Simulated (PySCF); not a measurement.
# C2H7NSi2: the cost of one run

Programs: PySCF 2.14.0, with density-fitted response routines of our own. Each step states its level of theory. These are calculated values for one molecule in the gas phase, unless marked as measured. Atoms are numbered from 0 throughout.

## Step 1: The molecule as given

12 atoms, charge 0, multiplicity 1; geometry from: PBE0-D3(BJ)/def2-SVP.

Bonds of the start (Å): N0–C1 1.16, C1–C2 1.45, C2–Si3 1.92, Si3–Si4 2.34, C2–H5 1.10, C2–H6 1.10, Si3–H7 1.50, Si3–H8 1.49, Si4–H9 1.49, Si4–H10 1.49, Si4–H11 1.50.

## Step 2: Nuclear shieldings: PBE0/6-31G*

What the job is given:

```
{"job": {"kind": "nmr", "xc": "PBE0", "basis": "6-31G*", "pop": true}, "charge": 0, "multiplicity": 1}
N     -1.462618     2.328654    -0.153241
C     -1.565867     1.182390    -0.020722
C     -1.638815    -0.257761     0.110207
Si    -0.345982    -1.141029    -0.996697
Si     1.809708    -0.382006    -0.477025
H     -2.648596    -0.608246    -0.157874
H     -1.459621    -0.540350     1.160640
H     -0.482709    -2.607395    -0.735704
H     -0.685186    -0.871840    -2.426228
H      2.810458    -1.103025    -1.320964
H      1.908236     1.086709    -0.723701
H      2.092894    -0.662832     0.964514
```

Method: GIAO PBE0/6-31G* NMR shielding, non-relativistic, gas phase.

Launch:

```console
OMP_NUM_THREADS=1 python probes_run.py task.json out
```

This one command runs all jobs of the session in turn.

**Question.** How long does this first job take on 1 thread of Arm Neoverse N1, shared host?

About 14 s.
